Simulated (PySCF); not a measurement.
# C2H6BFO: the cost of one run

Programs: PySCF 2.14.0, with density-fitted response routines of our own. Each step states its level of theory. These are calculated values for one molecule in the gas phase, unless marked as measured. Atoms count from 0, in the outputs and in this text.

### 1 The starting structure

11 atoms, charge 0, multiplicity 1; geometry from: PBE0-D3(BJ)/def2-SVP.

Bonds of the start (Å): B0–O1 1.35, O1–C2 1.40, C2–C3 1.50, C2–F4 1.36, B0–H5 1.21, B0–H6 1.21, C2–H7 1.11, C3–H8 1.10, C3–H9 1.10, C3–H10 1.10.

### 2 NMR shieldings: PBE0/pcSseg-2

What the job is given:

```
{"job": {"kind": "nmr", "xc": "PBE0", "basis": "pcSseg-2", "pop": false}, "charge": 0, "multiplicity": 1}
B      2.037170     0.079018     0.032829
O      0.780724     0.422148     0.379138
C     -0.309108    -0.412652     0.124125
C     -1.531326     0.411670    -0.162809
F     -0.518625    -1.167712     1.240385
H      2.233917    -0.944454    -0.587767
H      2.916846     0.841316     0.349075
H     -0.058059    -1.107528    -0.698552
H     -1.383854     1.012956    -1.070382
H     -2.401349    -0.243974    -0.303359
H     -1.720395     1.084945     0.685084
```

Method: GIAO PBE0/pcSseg-2 NMR shielding, non-relativistic, gas phase.

The run is started by

```sh
OMP_NUM_THREADS=1 python probes_run.py task.json out
```

One launch serves the whole session: the jobs run in the order shown.

Q: Estimate the wall time and peak memory of this first job on 1 thread of Intel Xeon Platinum 8488C, shared host.

About 31 s, with a peak of 1 GiB.
